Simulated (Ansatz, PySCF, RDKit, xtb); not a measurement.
**Which structure has the formula AlBSiH5F?**

Given the formula AlBSiH5F and nothing else, which arrangement of the atoms is the most stable in the gas at 298.15 K, and what are its properties?

The funnel: GFN2-xTB relaxations, single points with a density functional, relaxations at B3LYP/6-31G*, harmonic vibrations, and a last energy at a higher level. All values are calculated.

7 further runs of the same task are left out: 7 set aside as unsound or not needed.

## Step 1: Drawing up candidates

A program enumerates the bonding patterns with one Lewis structure each (two rings at most, one unusual centre or charged pair), with their diastereomers. O–O, O–halogen and N–halogen bonds and N–N–N chains are not drawn. That gives 31 candidates.

c010 [F][Al+][BH2-][SiH3]; c047 F[B@H-]([AlH+])[SiH3]; c071 F[SiH2][B+][AlH3-]; c084 B[Si@H](F)[AlH2]; c108 F[B+][AlH2-][SiH3]; c119 [BH3-][SiH+][AlH][F]; c149 B[SiH+][AlH2-][F]; c159 [BH2][AlH][SiH2]F; c232 F[SiH2][BH2-][AlH+]; c237 B[SiH2][AlH][F]; c300 [BH3-][Si+](F)[AlH2]; c326 B[Si+](F)[AlH3-]; c328 F[SiH+][BH2-][AlH2]; c361 F[BH][AlH2-][SiH2+]; c414 [F][AlH][BH][SiH3]; c496 F[BH2-][SiH+][AlH2]; c551 [BH+][Al@H-]([F])[SiH3]; c563 [BH2][AlH2-][SiH+]F; c605 [F][AlH2-][B+][SiH3]; c618 [BH+][AlH2-][SiH2]F; c661 [BH3-][Al+][SiH2]F; c666 FB[SiH2][AlH2]; c673 [BH2][Al]([F])[SiH3]; c693 FB[SiH+][AlH3-]; c762 F[B]([AlH2])[SiH3]; c814 F[B@H-]([AlH2])[SiH2+]; c849 [BH2][Al@H-]([F])[SiH2+]; c862 F[BH][AlH][SiH3]; c928 [F][AlH][BH2-][SiH2+]; c930 F[SiH2][BH][AlH2]; c939 F[BH2-][Al+][SiH3].

Candidates are built by distance geometry, with a force field where one applies, in up to four conformers (letters a to d). 6 starts with atoms placed at random are added, to find patterns that the rules miss.

Q: Predict the outcome of this search (final energies at CCSD(T)/def2-SVP + MP2/def2-TZVPP - MP2/def2-SVP).

| quantity | value |
| --- | --- |
| lowest structure found | [F][Al+][BH2-][SiH3], singlet, Cs |
| next finalist | [F][AlH]1[BH2][SiH2]1 ‡, singlet, 3.9 kcal/mol higher in G |
| share at equilibrium, among the finalists | 99.9 % |
| harmonic wavenumbers, lowest and highest (B3LYP/6-31G*) | 4 and 2601 cm⁻¹ |
| rotational constants, same geometry | 0.3745, 0.05683, 0.05082 cm⁻¹ |
| dipole moment (PBE0/def2-TZVPD) | 2.12 D |
| HOMO energy (PBE0/def2-TZVPD) | -7.72 eV |
| LUMO energy (PBE0/def2-TZVPD) | -2.09 eV |
| HOMO–LUMO gap (PBE0/def2-TZVPD) | 5.63 eV |
| lowest excitation (TD-CAM-B3LYP/def2-SVPD) | 5.00 eV (f = 0.188) |
| strongest of the states computed, same level | 5.61 eV (f = 0.289) |
| lowest triplet excitation, same level, Tamm-Dancoff | 3.60 eV |
| vertical ionisation energy | 9.58 eV |
| vertical electron affinity | 0.64 eV |
| vertical triplet less singlet | +3.46 eV |

The lowest structure found is `[F][Al+][BH2-][SiH3]`. Among the finalists first place is clear (3.9 kcal/mol); structures outside the list aren't covered. HF/STO-3G, r2SCAN-D4/def2-SVP, B3LYP/6-31G* and MP2/def2-SVP already put its bonding pattern lowest among the structures in one piece; GFN2-xTB favours the singlet [F][AlH]1[BH2][SiH2]1 ‡; HF/def2-SVP favours the singlet B[SiH2][AlH][F]. One minimum inside the window was never screened. Lowest found is not proven lowest: the search is finite, and each finalist counts with one conformer. Patterns outside the rules of the enumeration were met only by chance. The lowest isomer need not be the one that is made and kept in a bottle, which depends on barriers.

‡ marks the bonded skeleton alone, with all bonds drawn single: no Lewis structure was assigned that passes a check against the bond lengths.
